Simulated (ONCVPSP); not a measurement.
# Cu: the cost of one run

The numbers are computed with ONCVPSP 4.0.1.1 (patched build) (PBEsol, scalar-relativistic, spin-unpolarised reference atom).

### 1 The atom and the settings

The settings as typed:

```
element                 : copper (Cu, Z = 29)
type                    : optimised norm-conserving Vanderbilt (ONCV)
frozen core             : [Ne]
valence charge          : 19
reference configuration : 3s2 3p6 3d10 4s1
partial waves           : 3s+4s: rc 1.30 bohr, ncon 3, nbas 7, qcut 17.1 1/bohr, 2 projectors; 3p: rc 1.05 bohr, ncon 5, nbas 10, qcut 20 1/bohr, 2 projectors, debl 0.8 Ha; 3d: rc 1.35 bohr, ncon 5, nbas 10, qcut 16.7 1/bohr, 2 projectors, debl 3.7 Ha
local potential         : polynomial inside 0.80 bohr (lpopt 5, dvloc0 0 Ha)
core correction         : not asked for
```

The nodes and maxima of the atom's own shells, from an earlier all-electron run, set the scale for the radii.

All-electron outer shells of the reference configuration (PBEsol, scalar-relativistic, ld1.x):

| shell | level (eV) | outermost node (bohr) | outermost maximum (bohr) |
| --- | --- | --- | --- |
| 2p | -916.42 | – | 0.16 |
| 3s | -114.40 | 0.29 | 0.61 |
| 3p | -72.00 | 0.26 | 0.62 |
| 3d | -5.06 | – | 0.60 |
| 4s | -4.61 | 0.89 | 2.27 |
| 4p | -0.64 | 0.98 | 3.56 |

### 2 Generation

The input, Cu.dat:

```
# ATOM AND REFERENCE CONFIGURATION
# atsym  z   nc   nv     iexc    psfile
  Cu 29.00    3    4  -116133      upf
#
#   n    l    f
    1    0    2.00
    2    0    2.00
    2    1    6.00
    3    0    2.00
    3    1    6.00
    3    2   10.00
    4    0    1.00
#
# PSEUDOPOTENTIAL AND OPTIMIZATION
# lmax
    2
#
#   l,   rc,      ep,       ncon, nbas, qcut
    0    1.30    0.00    3    7   17.10
    1    1.05    0.00    5   10   20.00
    2    1.35    0.00    5   10   16.70
#
# LOCAL POTENTIAL
# lloc, lpopt,  rc(5),   dvloc0
    4    5    0.80    0.00
#
# VANDERBILT-KLEINMAN-BYLANDER PROJECTORs
# l, nproj, debl
    0    2    1.20
    1    2    0.80
    2    2    3.70
#
# MODEL CORE CHARGE
# icmod, fcfact, rcfact
    0    0.00    0.00
#
# LOG DERIVATIVE ANALYSIS
# epsh1, epsh2, depsh
   -6.00    5.00    0.04
#
# OUTPUT GRID
# rlmax, drl
    6.00    0.01
#
# TEST CONFIGURATIONS
# ncnf
    4
# nvcnf
#   n    l    f
    4
    3    0    2.00
    3    1    6.00
    3    2   10.00
    4    0    0.00
#
    4
    3    0    2.00
    3    1    6.00
    3    2    9.00
    4    0    0.00
#
    4
    3    0    2.00
    3    1    6.00
    3    2    8.00
    4    0    0.00
#
    5
    3    0    2.00
    3    1    6.00
    3    2    9.00
    4    0    1.00
    4    1    1.00
#
```

Launch:

```console
$ oncvpsp.x < Cu.dat > Cu.out
```

**Question.** How long does this run take on 1 thread of Neoverse-N1, shared host?

About 6.5 s.
